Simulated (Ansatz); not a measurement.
# HfB3N: the cost of one run

Program: Ansatz 0.2.0. Level of theory: DFT PBE, scalar-relativistic, plane waves, PAW. These are calculated values, not measurements.

### Step 1. The system as given

It takes space group Pm-3m (No. 221, cubic). The conventional cell has a = 3.838 Å, b = 3.838 Å, c = 3.838 Å, α = 90.00°, β = 90.00°, γ = 90.00°. Hf (site symmetry m-3m) is surrounded by 12 B at 2.71 Å. B (site symmetry 4/mmm) is surrounded by 2 N at 1.92 Å and 4 Hf at 2.71 Å and 8 B at 2.71 Å. N (site symmetry m-3m) is surrounded by 6 B at 1.92 Å.

Structure file:

```cif
data_structure
_symmetry_space_group_name_H-M 'P 1'
_symmetry_Int_Tables_number 1
_cell_length_a 3.8379
_cell_length_b 3.8379
_cell_length_c 3.8379
_cell_angle_alpha 90.000
_cell_angle_beta 90.000
_cell_angle_gamma 90.000
_cell_volume 56.53
loop_
_atom_site_label
_atom_site_type_symbol
_atom_site_fract_x
_atom_site_fract_y
_atom_site_fract_z
_atom_site_occupancy
Hf1 Hf 0.50000 0.50000 0.50000 1
B1 B 0.50000 0.00000 0.00000 1
B2 B 0.00000 0.50000 0.00000 1
B3 B 0.00000 0.00000 0.50000 1
N1 N 0.00000 0.00000 0.00000 1
```

The cell is invented: random cell by space group and Wyckoff sites (Pm-3m, No. 221). Its size is a rough estimate.

### Step 2. The guess as it stands, on a coarse mesh

File input.yaml:

```yaml
crystal:
  lattice:
    - [3.83788309, 0.0, 0.0]
    - [0.0, 3.83788309, 0.0]
    - [0.0, 0.0, 3.83788309]
  atoms:
    - { symbol: Hf, position: [0.5, 0.5, 0.5] }
    - { symbol: B, position: [0.5, 0.0, 0.0] }
    - { symbol: B, position: [0.0, 0.5, 0.0] }
    - { symbol: B, position: [0.0, 0.0, 0.5] }
    - { symbol: "N", position: [0.0, 0.0, 0.0] }
basis:
  ecutwfc: 420
kpoints:
  mp_grid: { grid: [4, 4, 4] }
hamiltonian:
  xc: pbe
scf:
  occupations: { method: gaussian, width: 0.1 }
  lower_state_search: "off"
output:
  forces: true
  stress: true
  eigenvalues: true
```

Command:

```
$ ansatz run input.yaml --threads 1 --pin off --max-ram 2560MiB --backend cpu --events-out ev --progress --plain --runs-dir out
```

What time and memory should one allow on 1 thread of Arm Neoverse N1, shared host?

About 2.5 s, with a peak of 0.3 GiB.
